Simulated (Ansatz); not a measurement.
**CH5B2N: how energies converge with the basis set**

The task here is to estimate one member of a computed series from the others.

Method: one geometry, several basis sets; program: Ansatz 0.2.0, Gaussian basis.

The runs, in order: PBE0-D4/def2-SVP; ωB97M-V/def2-SVP; PBE0-D4/def2-QZVPP; ωB97M-V/def2-QZVPP; the functionals' def2-TZVPP values are taken from earlier runs.

### The geometry

All runs share one geometry, relaxed beforehand with PBE0-D4 in a triple-zeta def2 set.

SMILES `BB1CN1`, 9 atoms, charge 0, spin multiplicity 1.

Atoms are counted from 1 here; the program's logs count them from 0.

Bond lengths: B1–B2 1.632 Å, B1–H5 1.198 Å, B1–H6 1.197 Å, B2–C3 1.590 Å, B2–N4 1.356 Å, C3–N4 1.443 Å, C3–H7 1.088 Å, C3–H8 1.090 Å, N4–H9 1.003 Å. Angles: B2–B1–H5 121.0°, B2–B1–H6 122.0°, H5–B1–H6 116.8°, B1–B2–C3 146.8°, B1–B2–N4 155.1°, C3–B2–N4 58.0°, B2–C3–N4 52.8°, B2–C3–H7 121.4°, B2–C3–H8 118.9°, N4–C3–H7 116.7°, N4–C3–H8 118.4°, H7–C3–H8 114.6°, B2–N4–C3 69.2°, B2–N4–H9 148.3°, C3–N4–H9 134.0°.

Coordinates:

```mol
CH5B2N
  3D, bonds by distance, orders not assigned

  9  9  0  0  0  0  0  0  0  0999 V2000
   -0.7275    1.3278   -0.9944 B   0  0
   -0.1664    0.1974    0.0410 B   0  0
    0.5753   -1.1985    0.2118 C   0  0
    0.1426   -0.3076    1.2606 N   0  0
    0.0180    2.0982   -1.5290 H   0  0
   -1.8791    1.3770   -1.3182 H   0  0
    0.0394   -2.1410    0.1192 H   0  0
    1.6407   -1.2594   -0.0101 H   0  0
    0.4454   -0.1403    2.2022 H   0  0
  1  2  8  0
  2  3  8  0
  3  4  8  0
  1  5  8  0
  1  6  8  0
  3  7  8  0
  3  8  8  0
  4  9  8  0
  2  4  8  0
M  END
```

The first run:

in.yaml reads:

```yaml
crystal:
  periodic: [false, false, false]
  atoms:
    - {symbol: B, position_ang: [-0.727506, 1.327817, -0.994444]}
    - {symbol: B, position_ang: [-0.166410, 0.197357, 0.041015]}
    - {symbol: C, position_ang: [0.575308, -1.198465, 0.211761]}
    - {symbol: N, position_ang: [0.142575, -0.307577, 1.260579]}
    - {symbol: H, position_ang: [0.017997, 2.098196, -1.528961]}
    - {symbol: H, position_ang: [-1.879106, 1.377010, -1.318164]}
    - {symbol: H, position_ang: [0.039412, -2.140951, 0.119158]}
    - {symbol: H, position_ang: [1.640699, -1.259397, -0.010126]}
    - {symbol: H, position_ang: [0.445429, -0.140289, 2.202183]}
basis:
  gaussian: {orbitals: def2-SVP}
hamiltonian: {xc: pbe0, dispersion: d4}
output: {orbitals: {seedname: orbitals}}
```

Among the steps run: PBE0-D4 in def2-SVP; ωB97M-V in def2-SVP; PBE0-D4 in def2-QZVPP; ωB97M-V in def2-QZVPP.

One of the session's tables, all rows but one given; the rest of the session is left out.

It belongs to the step «Functionals by basis». 

```
functional       basis  HOMO (eV)  LUMO (eV)
   PBE0-D4    def2-SVP      -7.44      -1.67
   PBE0-D4  def2-TZVPP      -7.50      -1.80
   PBE0-D4  def2-QZVPP      -7.51      -1.83
   ωB97M-V    def2-SVP          ?          ?
   ωB97M-V  def2-TZVPP      -9.73       0.10
   ωB97M-V  def2-QZVPP      -9.74       0.01
```

Estimate the missing values for ωB97M-V, def2-SVP.

**Answer.** HOMO (eV): -9.66; LUMO (eV): 0.36. In the column «HOMO (eV)» it lies between ωB97M-V, def2-TZVPP (-9.73) and PBE0-D4, def2-QZVPP (-7.51).
